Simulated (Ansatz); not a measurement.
Which YAML input does this script hand to the engine? (the Ansatz DFT code, driven from Python)

The script, `ch9bsisn_opt.py`:
```python
"""Minimum-energy structure of CH9BSiSn."""

import ansatz
import numpy as np

SETTINGS = {
    "basis": "def2-SVP",
    "functional": "B3LYP",
}

GEOMETRY = """
C    -1.09560    1.77210   -0.30620
Sn   -0.32820    0.63530    1.27160
B     1.21470   -0.67830    0.42400
Si    0.87130   -1.91690   -0.97890
H    -0.34070    2.43240   -0.78370
H    -1.94440    2.48880    0.08060
H    -1.54050    1.14740   -1.08900
H    -1.55120   -0.32750    1.97070
H     0.37150    1.70350    2.53360
H     2.35880   -0.60780    0.86060
H     0.26280   -1.18160   -2.10790
H    -0.20910   -2.85430   -0.47240
H     1.95080   -2.64790   -1.38840
"""

system = ansatz.Crystal.molecule()
for line in GEOMETRY.strip().splitlines():
    symbol, *xyz = line.split()
    system = system.atom(symbol, [float(v) for v in xyz])

calc = system.calculation()
calc = calc.basis(gaussian=SETTINGS["basis"])
calc = calc.functional(SETTINGS["functional"])
symbols = [site.symbol for site in system.cartesian_sites]
start = np.array([site.position_ang for site in system.cartesian_sites], dtype=float)
def progress(event):
    if event["event"] == "relax_step":
        row = event["data"]
        print(f"step {row['step']:3d}  E = {row['lagrangian_ev']:.6f} eV  max force {row['allowed_force_max_ev_ang']:.4f} eV/A")


summary = calc.relax(force_tolerance=0.01).session().plan().execute(on_event=progress).report
end = np.array(summary["positions_ang"])

for key in ("converged", "free_energy_ev", "reference_energy_ev", "n_frozen", "n_occupied", "n_virtual"):
    print(f"{key:22s} {summary[key]}")

print("bond        before    after (A)")
for i, j in [(0, 1), (0, 4), (0, 5), (0, 6), (1, 2), (1, 7), (1, 8), (2, 3), (2, 9), (3, 10), (3, 11), (3, 12)]:
    d0, d1 = (np.linalg.norm(xyz[i] - xyz[j]) for xyz in (start, end))
    print(f"{symbols[i]}{i}-{symbols[j]}{j}".ljust(10), f"{d0:8.4f} {d1:8.4f}")

charges = summary["charge_distribution"]
print("dipole moment", round(4.803205 * float(np.linalg.norm(charges["dipole_moment_e_ang"])), 3), "D")
print("Mulliken:", [(s, round(q, 3)) for s, q in zip(symbols, charges["mulliken_charges_e"])])
```

`python ch9bsisn_opt.py` gives:
```text
step   1  E = -15565.636724 eV  max force 2.7532 eV/A
step   2  E = -15566.085548 eV  max force 1.0694 eV/A
step   3  E = -15566.164559 eV  max force 0.4086 eV/A
step   4  E = -15566.178314 eV  max force 0.1249 eV/A
step   5  E = -15566.180982 eV  max force 0.0337 eV/A
step   6  E = -15566.181365 eV  max force 0.0081 eV/A
step   7  E = -15566.181546 eV  max force 0.0135 eV/A
step   8  E = -15566.181673 eV  max force 0.0131 eV/A
step   9  E = -15566.181814 eV  max force 0.0201 eV/A
step  10  E = -15566.182080 eV  max force 0.0227 eV/A
step  11  E = -15566.178328 eV  max force 0.2078 eV/A
step  12  E = -15566.180492 eV  max force 0.1580 eV/A
step  13  E = -15566.182526 eV  max force 0.0249 eV/A
step  14  E = -15566.184014 eV  max force 0.0654 eV/A
step  15  E = -15566.182158 eV  max force 0.1614 eV/A
step  16  E = -15566.185196 eV  max force 0.0608 eV/A
step  17  E = -15566.184776 eV  max force 0.1477 eV/A
step  18  E = -15566.186424 eV  max force 0.0247 eV/A
step  19  E = -15566.187210 eV  max force 0.0169 eV/A
step  20  E = -15566.188303 eV  max force 0.0263 eV/A
step  21  E = -15566.189265 eV  max force 0.0514 eV/A
step  22  E = -15566.189721 eV  max force 0.0559 eV/A
step  23  E = -15566.189266 eV  max force 0.1094 eV/A
step  24  E = -15566.190556 eV  max force 0.0261 eV/A
step  25  E = -15566.191014 eV  max force 0.0375 eV/A
step  26  E = -15566.191127 eV  max force 0.0386 eV/A
step  27  E = -15566.191255 eV  max force 0.0298 eV/A
step  28  E = -15566.191338 eV  max force 0.0042 eV/A
step  29  E = -15566.191399 eV  max force 0.0032 eV/A
step  30  E = -15566.191388 eV  max force 0.0353 eV/A
step  31  E = -15566.191454 eV  max force 0.0072 eV/A
converged              True
free_energy_ev         -15566.191778475324
reference_energy_ev    -15566.191778475324
n_frozen               0
n_occupied             [28, 28]
n_virtual              [89, 89]
bond        before    after (A)
C0-Sn1       2.0906   2.1818
C0-H4        1.1108   1.0996
C0-H5        1.1763   1.0994
C0-H6        1.0959   1.0995
Sn1-B2       2.1965   2.2742
Sn1-H7       1.7063   1.7318
Sn1-H8       1.7953   1.7284
B2-Si3       1.9027   2.0177
B2-H9        1.2266   1.2080
Si3-H10      1.4784   1.4943
Si3-H11      1.5174   1.5011
Si3-H12      1.3665   1.4969
dipole moment 0.588 D
Mulliken: [('C', -0.248), ('Sn', 0.379), ('B', -0.13), ('Si', 0.298), ('H', 0.045), ('H', 0.051), ('H', 0.05), ('H', -0.102), ('H', -0.105), ('H', 0.005), ('H', -0.085), ('H', -0.078), ('H', -0.08)]
```

`input.yaml`:
```yaml
crystal:
  periodic: [false, false, false]
  atoms:
    - { symbol: C, position_ang: [-1.0956, 1.7721, -0.3062] }
    - { symbol: Sn, position_ang: [-0.3282, 0.6353, 1.2716] }
    - { symbol: B, position_ang: [1.2147, -0.6783, 0.424] }
    - { symbol: Si, position_ang: [0.8713, -1.9169, -0.9789] }
    - { symbol: H, position_ang: [-0.3407, 2.4324, -0.7837] }
    - { symbol: H, position_ang: [-1.9444, 2.4888, 0.0806] }
    - { symbol: H, position_ang: [-1.5405, 1.1474, -1.089] }
    - { symbol: H, position_ang: [-1.5512, -0.3275, 1.9707] }
    - { symbol: H, position_ang: [0.3715, 1.7035, 2.5336] }
    - { symbol: H, position_ang: [2.3588, -0.6078, 0.8606] }
    - { symbol: H, position_ang: [0.2628, -1.1816, -2.1079] }
    - { symbol: H, position_ang: [-0.2091, -2.8543, -0.4724] }
    - { symbol: H, position_ang: [1.9508, -2.6479, -1.3884] }
basis:
  gaussian:
    orbitals: def2-SVP
hamiltonian:
  xc: b3lyp
relax:
  f_tol: 0.01
```

Total energies depend on the basis set; only differences at equal settings carry meaning. The end point is the stationary point reached from this start; no frequency run checks that it is a minimum, and the basis set is modest. def2 sets replace the cores of elements past krypton by effective core potentials. b3lyp holds the VWN-RPA fit, as in Gaussian; the form of ORCA and Turbomole is b3lyp5. Wall time of the script: 3.8 min on 1 thread of Arm Neoverse V2 (shared host), peak memory 0.36 GiB.

(Lines on the test bed's own set-up are left out of the output.)
